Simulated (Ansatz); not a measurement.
# CH8FNOSi2: the cost of one run

Method: RKS PBE/STO-3G, in Ansatz 0.2.0.

## (1) The system as given

Bond lengths: N1–Si2 1.750 Å, Si2–F3 1.586 Å, Si2–Si4 2.275 Å, Si2–C5 1.878 Å, C5–O6 1.451 Å, N1–H7 0.966 Å, N1–H8 1.020 Å, Si4–H9 1.573 Å, Si4–H10 1.476 Å, Si4–H11 1.475 Å, C5–H12 1.130 Å, C5–H13 1.115 Å, O6–H14 0.974 Å. Angles (14 of 22 angles, heavy atoms first): N1–Si2–F3 104.7°, N1–Si2–Si4 114.7°, N1–Si2–C5 113.1°, F3–Si2–Si4 108.0°, F3–Si2–C5 108.0°, Si4–Si2–C5 108.0°, Si2–C5–O6 117.1°, Si2–N1–H7 110.4°, Si2–N1–H8 105.1°, Si2–Si4–H9 109.2°, Si2–Si4–H10 113.5°, Si2–Si4–H11 113.1°, Si2–C5–H12 108.0°, Si2–C5–H13 112.3°.

As a file:

```xyz
14

N     1.1177   -0.8823    1.5354
Si    0.7309   -0.2249   -0.0392
F     2.0938   -0.2849   -0.8473
Si   -0.8300   -1.4008   -1.2036
C     0.1758    1.5677    0.0286
O    -0.9903    1.8686    0.8381
H     1.3701   -1.8116    1.4603
H     0.2617   -0.7848    2.0817
H    -2.1729   -1.4307   -0.3857
H    -1.1620   -0.8048   -2.5122
H    -0.4776   -2.8229   -1.3700
H     1.0149    2.1767    0.4779
H    -0.0710    1.9727   -0.9809
H    -1.0742    2.8328    0.9459
```

## (2) Relaxing the start

input.yaml reads:

```yaml
crystal:
  periodic: [false, false, false]
  atoms:
    - { symbol: "N", position_ang: [1.1177, -0.8823, 1.5354] }
    - { symbol: Si, position_ang: [0.7309, -0.2249, -0.0392] }
    - { symbol: F, position_ang: [2.0938, -0.2849, -0.8473] }
    - { symbol: Si, position_ang: [-0.83, -1.4008, -1.2036] }
    - { symbol: C, position_ang: [0.1758, 1.5677, 0.0286] }
    - { symbol: O, position_ang: [-0.9903, 1.8686, 0.8381] }
    - { symbol: H, position_ang: [1.3701, -1.8116, 1.4603] }
    - { symbol: H, position_ang: [0.2617, -0.7848, 2.0817] }
    - { symbol: H, position_ang: [-2.1729, -1.4307, -0.3857] }
    - { symbol: H, position_ang: [-1.162, -0.8048, -2.5122] }
    - { symbol: H, position_ang: [-0.4776, -2.8229, -1.37] }
    - { symbol: H, position_ang: [1.0149, 2.1767, 0.4779] }
    - { symbol: H, position_ang: [-0.071, 1.9727, -0.9809] }
    - { symbol: H, position_ang: [-1.0742, 2.8328, 0.9459] }
basis:
  gaussian: { orbitals: STO-3G }
hamiltonian:
  xc: pbe
relax:
  f_tol: 0.02
  max_steps: 40
scf:
  lower_state_search: "off"
```

Launch:

```bash
ansatz run input.yaml --threads 1 --pin off --max-ram 2048MiB --backend cpu --events-out ev --progress --plain --runs-dir out
```

**Question.** How long does this run take on 1 thread of Arm Neoverse V1, shared host, and how much memory does it need?

About 2 min, with a peak of 0.17 GiB.
